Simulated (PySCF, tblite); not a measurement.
**C2H10NSi2 radical, a small gas-phase stand-in for a defect centre (Si site with back bonds C, C[SiH3], [H]): EPR parameters**

Wanted: the EPR parameters for `C[SiH]([NH])C[SiH3]`. It is drawn as: nitrogen radical.

Programs: tblite 0.8.0 and PySCF 2.14.0. All values are calculated, for the isolated system unless a continuum is named. Atoms count from 0, parts from 1.

## (1) The system as given

15 atoms, charge 0, multiplicity 2; geometry: distance geometry start.

## (2) Relaxing the cluster with GFN2-xTB

What the job is given:

```
{"job": {"kind": "relax", "xc": "GFN2-xTB", "basis": "xTB"}, "charge": 0, "multiplicity": 2}
Si    -0.791890     0.533823     0.304413
C     -1.653166    -1.128647     0.213215
C      0.740007     0.577736    -0.714512
Si     2.038086    -0.480552     0.039791
N     -1.905270     1.808517    -0.227262
H     -0.479795     0.823483     1.738550
H     -1.895515    -1.367854    -0.822728
H     -2.597943    -1.082870     0.765221
H     -1.036893    -1.906245     0.637867
H      1.119484     1.626478    -0.785683
H      0.527006     0.281696    -1.718947
H      3.260902    -0.441305    -0.808907
H      2.484441    -0.053362     1.383426
H      1.624506    -1.921286     0.079285
H     -1.416082     2.704103    -0.066971
```

Method: GFN2-xTB geometry optimisation, gas phase.

The run is started by

```bash
> OMP_NUM_THREADS=1 python cluster_run.py task.json out
```

This one command runs all jobs of the session in turn.

**Question.** The jobs that follow are: PBE0-D3(BJ)/def2-SVP geometry optimisation, gas phase; UKS B3LYP, IGLO-III on C N Si, pcH-1 on H, non-relativistic, mean-field spin-orbit, GIAO; UKS BHandHLYP, IGLO-III on C N Si, pcH-1 on H, non-relativistic, mean-field spin-orbit, GIAO. Predict: point group; rotational constants (main isotopes); g(iso) (B3LYP); ⟨S²⟩; largest a(iso); potential on the surface of density 0.002 e/bohr³, 1st and 99th percentile.

**Answer**, as computed:

| quantity | value |
| --- | --- |
| point group | C1 |
| rotational constants (main isotopes) | 5.13, 1.64, 1.35 GHz |
| g(iso) (B3LYP) | 2.00519 |
| ⟨S²⟩ | 0.754 (exact 0.75) |
| largest a(iso) | 1H on H14, -56.2 MHz |
| potential on the surface of density 0.002 e/bohr³, 1st and 99th percentile | -1.53 V and 1.43 V |

The start of the PBE0/def2-SVP relaxation was shaken at random by about 0.01 Å, so part of the energy gained, and of the first lengths quoted, undoes that. Over 15 steps the energy fell by 0.382 eV; of the close pairs, Si0–N4 changed most, 1.689 to 1.768 Å (PBE0/def2-SVP). No frequency check was run at this level, so the end point may be a saddle. N4 carries the largest spin population, 0.98 e. The isotropic g lies 2.9 ppt above the free-electron value. The coupling of 1H on H14 runs from -65.3 (BHandHLYP/IGLO-III+pcH-1) to -56.2 MHz (B3LYP/IGLO-III+pcH-1). A capped cluster stands for the solid here, so long-range fields and strain are missing, and bands or shifts of the capping hydrogens have no counterpart in it.
